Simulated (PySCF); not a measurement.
**A gas-phase reaction: H2MgO + FH → FHMgO + H2**

Wanted: the reaction energy for `[OH][MgH]` + `F` → `[OH][Mg][F]` + `[H][H]`.

Computed with PySCF 2.14.0; each step states its level. No surroundings beyond the atoms listed, unless a continuum is named. Atoms count from 0, parts from 1.

## Step 1: The system as given

Each species was relaxed by itself at PBE0-D3(BJ)/def2-SVPD.

## Step 2: Energies of the species: wB97M-D3(BJ)/def2-TZVPD

The job: settings as JSON, then the geometry in Å.

```
{"job": {"kind": "react", "xc": "wB97M-D3(BJ)", "basis": "def2-TZVPD"}, "charge": 0, "multiplicity": 1}
-1 H2MgO charge 0 multiplicity 1
O      0.874410    -0.571870    -0.254090
Mg    -0.573230     0.373930     0.165470
H      1.646250    -1.075330    -0.477800
H     -1.947400     1.273250     0.566410

-1 FH charge 0 multiplicity 1
F      0.459540    -0.015640    -0.016330
H     -0.459540     0.015640     0.016330

+1 FHMgO charge 0 multiplicity 1
O     -0.081870     0.748680     0.830570
Mg     0.053130    -0.536350    -0.393690
F      0.177750    -1.865830    -1.548990
H     -0.149010     1.653510     1.112110

+1 H2 charge 0 multiplicity 1
H      0.380160     0.007410     0.007210
H     -0.380160    -0.007410    -0.007210
```

With the program's defaults for keys left out, this is: wB97M-D3(BJ)/def2-TZVPD reaction energy of separated species, gas phase.

On the command line:

```sh
OMP_NUM_THREADS=1 python cluster_run.py task.json out
```

This one command runs all jobs of the session in turn.

Standard output:

```text
species 1 (H2MgO)
coarse grid: 16360 points
cycle   1  E = -276.4676927757  dE = -2.486e-02  |g| = 8.455e-01  |ddm| = 1.475e+00
cycle   2  E = -276.3656443745  dE =  1.020e-01  |g| = 1.182e+00  |ddm| = 8.696e-01
cycle   3  E = -276.6164531049  dE = -2.508e-01  |g| = 4.313e-02  |ddm| = 4.674e-01
cycle   4  E = -276.6174237601  dE = -9.707e-04  |g| = 1.311e-02  |ddm| = 8.011e-02
cycle   5  E = -276.6175195589  dE = -9.580e-05  |g| = 2.737e-03  |ddm| = 2.829e-02
cycle   6  E = -276.6175263380  dE = -6.779e-06  |g| = 6.551e-04  |ddm| = 9.650e-03
final grid: 33488 points
cycle   7  E = -276.6175085049  dE = -2.327e-07  |g| = 5.139e-04  |ddm| = 2.093e-03
cycle   8  E = -276.6175085091  dE = -4.277e-09  |g| = 6.190e-04  |ddm| = 6.122e-04
cycle   9  E = -276.6175085707  dE = -6.152e-08  |g| = 4.066e-05  |ddm| = 2.366e-04
cycle  10  E = -276.6175085725  dE = -1.866e-09  |g| = 1.385e-05  |ddm| = 1.309e-04
cycle  11  E = -276.6175085726  dE = -7.901e-11  |g| = 1.157e-06  |ddm| = 2.626e-05
converged SCF energy = -276.6175085726

species 2 (FH)
coarse grid: 7776 points
cycle   1  E = -100.4688166567  dE = -9.408e-02  |g| = 4.644e-01  |ddm| = 6.197e-01
cycle   2  E = -100.4724976252  dE = -3.681e-03  |g| = 5.038e-01  |ddm| = 3.808e-01
cycle   3  E = -100.5053114070  dE = -3.281e-02  |g| = 2.574e-02  |ddm| = 1.678e-01
cycle   4  E = -100.5053873852  dE = -7.598e-05  |g| = 5.006e-03  |ddm| = 1.077e-02
cycle   5  E = -100.5053920264  dE = -4.641e-06  |g| = 4.334e-04  |ddm| = 3.766e-03
final grid: 16976 points
cycle   6  E = -100.5053936136  dE = -6.400e-08  |g| = 1.063e-04  |ddm| = 8.218e-04
cycle   7  E = -100.5053936170  dE = -3.446e-09  |g| = 8.144e-05  |ddm| = 2.180e-04
cycle   8  E = -100.5053936179  dE = -8.677e-10  |g| = 2.051e-05  |ddm| = 3.743e-05
converged SCF energy = -100.5053936179

species 3 (FHMgO)
coarse grid: 19184 points
cycle   1  E = -375.8165292487  dE = -1.959e-02  |g| = 1.023e+00  |ddm| = 1.612e+00
cycle   2  E = -375.7012643166  dE =  1.153e-01  |g| = 1.395e+00  |ddm| = 1.186e+00
cycle   3  E = -376.0096747252  dE = -3.084e-01  |g| = 3.463e-02  |ddm| = 6.037e-01
cycle   4  E = -376.0101958346  dE = -5.211e-04  |g| = 1.523e-02  |ddm| = 5.455e-02
cycle   5  E = -376.0102680882  dE = -7.225e-05  |g| = 7.936e-03  |ddm| = 1.697e-02
cycle   6  E = -376.0102822546  dE = -1.417e-05  |g| = 3.091e-03  |ddm| = 6.689e-03
cycle   7  E = -376.0102850036  dE = -2.749e-06  |g| = 5.458e-04  |ddm| = 2.865e-03
final grid: 39720 points
cycle   8  E = -376.0102213162  dE = -5.455e-07  |g| = 4.239e-04  |ddm| = 1.834e-03
cycle   9  E = -376.0102213464  dE = -3.021e-08  |g| = 4.472e-04  |ddm| = 5.793e-04
cycle  10  E = -376.0102213808  dE = -3.438e-08  |g| = 7.013e-05  |ddm| = 1.966e-04
cycle  11  E = -376.0102213859  dE = -5.134e-09  |g| = 2.140e-05  |ddm| = 1.649e-04
cycle  12  E = -376.0102213864  dE = -4.900e-10  |g| = 7.314e-06  |ddm| = 5.521e-05
converged SCF energy = -376.0102213864

species 4 (H2)
coarse grid: 4944 points
cycle   1  E = -1.1694184811  dE = -2.751e-01  |g| = 9.865e-03  |ddm| = 4.504e-01
cycle   2  E = -1.1694527249  dE = -3.424e-05  |g| = 1.161e-03  |ddm| = 9.676e-03
cycle   3  E = -1.1694534071  dE = -6.822e-07  |g| = 1.815e-04  |ddm| = 1.918e-03
final grid: 10744 points
cycle   4  E = -1.1694520563  dE = -2.406e-08  |g| = 4.113e-05  |ddm| = 3.870e-04
cycle   5  E = -1.1694520575  dE = -1.270e-09  |g| = 9.627e-06  |ddm| = 9.174e-05
cycle   6  E = -1.1694520576  dE = -7.526e-11  |g| = 3.020e-07  |ddm| = 2.872e-05
converged SCF energy = -1.1694520576

Reaction energy = -35.622 kcal/mol
```

Wall time 10 s (1 thread of Arm Neoverse N1, shared host); peak memory 0.42 GiB.

Species by species (with the dispersion term, which the log's SCF energies lack):

```tsv
ν	species	energy (Eh)	HOMO (eV)
-1	[OH][MgH]	-276.61912	-10.32
-1	F	-100.50563	-14.54
+1	[OH][Mg][F]	-376.01185	-10.88
+1	[H][H]	-1.16967	-14.48
```

## Step 3: Reaction energy: PBE0-D3(BJ)/def2-TZVPD

Same as in step 2 but for these lines:

```diff
@@ -1,2 +1,2 @@
-{"job": {"kind": "react", "xc": "wB97M-D3(BJ)", "basis": "def2-TZVPD"}, "charge": 0, "multiplicity": 1}
+{"job": {"kind": "react", "xc": "PBE0", "basis": "def2-TZVPD", "disp": "d3bj"}, "charge": 0, "multiplicity": 1}
 -1 H2MgO charge 0 multiplicity 1
```

Level: PBE0-D3(BJ)/def2-TZVPD reaction energy of separated species, gas phase.

Standard output:

```text
species 1 (H2MgO)
coarse grid: 3952 points
cycle   1  E = -276.2157763166  dE =  3.010e-02  |g| = 9.033e-01  |ddm| = 1.566e+00
cycle   2  E = -275.4685765377  dE =  7.472e-01  |g| = 2.029e+00  |ddm| = 1.232e+00
cycle   3  E = -276.3672102776  dE = -8.986e-01  |g| = 1.059e-01  |ddm| = 9.238e-01
cycle   4  E = -276.3703206395  dE = -3.110e-03  |g| = 2.602e-02  |ddm| = 1.033e-01
cycle   5  E = -276.3704634823  dE = -1.428e-04  |g| = 4.563e-03  |ddm| = 1.940e-02
cycle   6  E = -276.3704675181  dE = -4.036e-06  |g| = 5.234e-04  |ddm| = 4.006e-03
final grid: 33488 points
cycle   7  E = -276.3708935207  dE = -1.819e-05  |g| = 3.723e-03  |ddm| = 1.834e-02
cycle   8  E = -276.3708899961  dE =  3.525e-06  |g| = 5.696e-03  |ddm| = 3.761e-03
cycle   9  E = -276.3708955438  dE = -5.548e-06  |g| = 6.395e-04  |ddm| = 2.434e-03
cycle  10  E = -276.3708956025  dE = -5.872e-08  |g| = 4.924e-05  |ddm| = 2.737e-04
cycle  11  E = -276.3708956029  dE = -4.075e-10  |g| = 5.702e-06  |ddm| = 3.743e-05
converged SCF energy = -276.3708956029

species 2 (FH)
coarse grid: 1712 points
cycle   1  E = -100.3541241209  dE = -3.605e-02  |g| = 4.957e-01  |ddm| = 6.253e-01
cycle   2  E = -100.3146051614  dE =  3.952e-02  |g| = 7.430e-01  |ddm| = 5.125e-01
cycle   3  E = -100.3938479637  dE = -7.924e-02  |g| = 2.284e-02  |ddm| = 2.892e-01
cycle   4  E = -100.3939235233  dE = -7.556e-05  |g| = 4.205e-03  |ddm| = 9.787e-03
cycle   5  E = -100.3939255072  dE = -1.984e-06  |g| = 3.556e-04  |ddm| = 1.247e-03
final grid: 16976 points
cycle   6  E = -100.3948397175  dE = -1.858e-05  |g| = 3.998e-03  |ddm| = 7.523e-03
cycle   7  E = -100.3948377912  dE =  1.926e-06  |g| = 5.500e-03  |ddm| = 3.354e-03
cycle   8  E = -100.3948418822  dE = -4.091e-06  |g| = 9.908e-05  |ddm| = 2.013e-03
cycle   9  E = -100.3948418835  dE = -1.274e-09  |g| = 1.776e-05  |ddm| = 3.917e-05
cycle  10  E = -100.3948418836  dE = -4.722e-11  |g| = 3.059e-06  |ddm| = 1.024e-05
converged SCF energy = -100.3948418836

species 3 (FHMgO)
coarse grid: 4416 points
cycle   1  E = -375.4208510558  dE =  9.931e-02  |g| = 1.133e+00  |ddm| = 1.675e+00
cycle   2  E = -374.6178919969  dE =  8.030e-01  |g| = 2.331e+00  |ddm| = 1.782e+00
cycle   3  E = -375.6492666763  dE = -1.031e+00  |g| = 1.050e-01  |ddm| = 1.260e+00
cycle   4  E = -375.6501116588  dE = -8.450e-04  |g| = 1.050e-01  |ddm| = 1.018e-01
cycle   5  E = -375.6518365638  dE = -1.725e-03  |g| = 1.326e-02  |ddm| = 4.737e-02
cycle   6  E = -375.6518624225  dE = -2.586e-05  |g| = 2.829e-03  |ddm| = 8.213e-03
cycle   7  E = -375.6518638523  dE = -1.430e-06  |g| = 2.314e-04  |ddm| = 1.590e-03
final grid: 39720 points
cycle   8  E = -375.6535003727  dE = -6.427e-05  |g| = 4.801e-03  |ddm| = 2.628e-02
cycle   9  E = -375.6534951889  dE =  5.184e-06  |g| = 7.315e-03  |ddm| = 5.015e-03
cycle  10  E = -375.6535035154  dE = -8.327e-06  |g| = 6.529e-04  |ddm| = 3.375e-03
cycle  11  E = -375.6535035759  dE = -6.047e-08  |g| = 1.643e-04  |ddm| = 3.389e-04
cycle  12  E = -375.6535035780  dE = -2.132e-09  |g| = 1.084e-04  |ddm| = 1.213e-04
cycle  13  E = -375.6535035799  dE = -1.875e-09  |g| = 5.161e-06  |ddm| = 5.133e-05
cycle  14  E = -375.6535035799  dE = -5.343e-12  |g| = 9.853e-07  |ddm| = 4.556e-06
converged SCF energy = -375.6535035799

species 4 (H2)
coarse grid: 1240 points
cycle   1  E = -1.1670615698  dE = -2.327e-01  |g| = 2.266e-02  |ddm| = 4.588e-01
cycle   2  E = -1.1672490124  dE = -1.874e-04  |g| = 3.233e-03  |ddm| = 1.896e-02
cycle   3  E = -1.1672534684  dE = -4.456e-06  |g| = 9.769e-05  |ddm| = 2.761e-03
final grid: 10744 points
cycle   4  E = -1.1681371595  dE = -1.929e-06  |g| = 2.740e-04  |ddm| = 1.571e-03
cycle   5  E = -1.1681371878  dE = -2.827e-08  |g| = 3.988e-05  |ddm| = 2.445e-04
cycle   6  E = -1.1681371884  dE = -6.315e-10  |g| = 1.262e-06  |ddm| = 3.103e-05
converged SCF energy = -1.1681371884

Reaction energy = -35.104 kcal/mol
```

Wall time 5.2 s (1 thread of Arm Neoverse N1, shared host); peak memory 0.42 GiB.

Reaction energy at this level: -35.10 kcal/mol.

## Step 4: Energies of the species: MP2/def2-TZVPD

Same as in step 3 but for these lines:

```diff
@@ -1,2 +1,2 @@
-{"job": {"kind": "react", "xc": "PBE0", "basis": "def2-TZVPD", "disp": "d3bj"}, "charge": 0, "multiplicity": 1}
+{"job": {"kind": "react", "xc": "MP2", "basis": "def2-TZVPD"}, "charge": 0, "multiplicity": 1}
 -1 H2MgO charge 0 multiplicity 1
```

With the program's defaults for keys left out, this is: MP2/def2-TZVPD reaction energy of separated species, gas phase.

Standard output:

```text
species 1 (H2MgO)
final grid: 33488 points
cycle   1  E = -275.5920987028  dE = -1.486e-01  |g| = 6.504e-01  |ddm| = 1.418e+00
cycle   2  E = -275.6485099553  dE = -5.641e-02  |g| = 5.072e-01  |ddm| = 5.641e-01
cycle   3  E = -275.6924832533  dE = -4.397e-02  |g| = 3.653e-02  |ddm| = 2.127e-01
cycle   4  E = -275.6934359065  dE = -9.527e-04  |g| = 7.504e-03  |ddm| = 6.800e-02
cycle   5  E = -275.6934826507  dE = -4.674e-05  |g| = 1.475e-03  |ddm| = 1.584e-02
cycle   6  E = -275.6934845494  dE = -1.899e-06  |g| = 2.685e-04  |ddm| = 4.472e-03
cycle   7  E = -275.6934846091  dE = -5.965e-08  |g| = 5.664e-05  |ddm| = 1.090e-03
cycle   8  E = -275.6934846111  dE = -2.017e-09  |g| = 1.050e-05  |ddm| = 1.517e-04
cycle   9  E = -275.6934846112  dE = -7.606e-11  |g| = 2.757e-06  |ddm| = 3.531e-05
converged SCF energy = -275.6934846112

species 2 (FH)
final grid: 16976 points
cycle   1  E = -100.0371196889  dE = -1.649e-01  |g| = 4.007e-01  |ddm| = 6.032e-01
cycle   2  E = -100.0578874615  dE = -2.077e-02  |g| = 2.336e-01  |ddm| = 2.533e-01
cycle   3  E = -100.0646339307  dE = -6.746e-03  |g| = 2.356e-02  |ddm| = 8.091e-02
cycle   4  E = -100.0647513617  dE = -1.174e-04  |g| = 6.199e-03  |ddm| = 1.253e-02
cycle   5  E = -100.0647670742  dE = -1.571e-05  |g| = 1.459e-03  |ddm| = 5.122e-03
cycle   6  E = -100.0647683472  dE = -1.273e-06  |g| = 2.290e-04  |ddm| = 1.848e-03
cycle   7  E = -100.0647683816  dE = -3.438e-08  |g| = 1.958e-05  |ddm| = 4.211e-04
cycle   8  E = -100.0647683817  dE = -1.854e-10  |g| = 2.360e-06  |ddm| = 2.495e-05
converged SCF energy = -100.0647683817

species 3 (FHMgO)
final grid: 39720 points
cycle   1  E = -374.5588825683  dE = -2.202e-01  |g| = 8.126e-01  |ddm| = 1.583e+00
cycle   2  E = -374.6231838890  dE = -6.430e-02  |g| = 6.222e-01  |ddm| = 7.542e-01
cycle   3  E = -374.6806616523  dE = -5.748e-02  |g| = 2.780e-02  |ddm| = 2.717e-01
cycle   4  E = -374.6810945480  dE = -4.329e-04  |g| = 9.401e-03  |ddm| = 4.122e-02
cycle   5  E = -374.6811344596  dE = -3.991e-05  |g| = 4.308e-03  |ddm| = 1.137e-02
cycle   6  E = -374.6811421731  dE = -7.713e-06  |g| = 1.505e-03  |ddm| = 5.010e-03
cycle   7  E = -374.6811433746  dE = -1.202e-06  |g| = 3.076e-04  |ddm| = 2.247e-03
cycle   8  E = -374.6811434363  dE = -6.178e-08  |g| = 6.227e-05  |ddm| = 5.704e-04
cycle   9  E = -374.6811434390  dE = -2.626e-09  |g| = 1.857e-05  |ddm| = 1.043e-04
cycle  10  E = -374.6811434392  dE = -2.636e-10  |g| = 5.269e-06  |ddm| = 3.112e-05
converged SCF energy = -374.6811434392

species 4 (H2)
final grid: 10744 points
cycle   1  E = -1.1312981318  dE = -3.213e-01  |g| = 4.426e-02  |ddm| = 4.479e-01
cycle   2  E = -1.1322329199  dE = -9.348e-04  |g| = 7.183e-03  |ddm| = 3.751e-02
cycle   3  E = -1.1322676201  dE = -3.470e-05  |g| = 8.111e-04  |ddm| = 1.078e-02
cycle   4  E = -1.1322680351  dE = -4.150e-07  |g| = 2.771e-05  |ddm| = 1.627e-03
cycle   5  E = -1.1322680356  dE = -4.855e-10  |g| = 2.610e-06  |ddm| = 6.834e-05
converged SCF energy = -1.1322680356

Reaction energy = -41.124 kcal/mol
```

Wall time 2.3 s (1 thread of Arm Neoverse N1, shared host); peak memory 0.44 GiB.

Reaction energy at this level: -41.12 kcal/mol.

## Step 5: Side by side

Energies in kcal/mol, with wall time:

```tsv
run	reaction	time
wB97M-D3(BJ)/def2-TZVPD	-35.62	10 s
PBE0-D3(BJ)/def2-TZVPD	-35.10	5.2 s
MP2/def2-TZVPD	-41.12	2.3 s
```

## Step 6: Results

```
                                                quantity                      value
               reaction energy (wB97M-D3(BJ)/def2-TZVPD)            -35.62 kcal/mol
                     ΔH, ΔG at 298 K (xTB thermal terms)      -37.9, -37.4 kcal/mol
range of the reaction energy over the runs of this table  -41.12 to -35.10 kcal/mol
```

**Reading.** The reaction is exothermic by 37.9 kcal/mol in the gas phase; dispersion gives +0.00, and xTB itself gave -16.88 for the electronic energy (xTB energies and thermal terms come from the earlier relaxation of each species, not shown). No barrier was sought. xTB and this level differ widely in the electronic energy, so what comes from xTB (the thermal terms above all) is less safe here. The reaction energy runs from -41.12 (MP2/def2-TZVPD) to -35.10 kcal/mol (PBE0-D3(BJ)/def2-TZVPD).
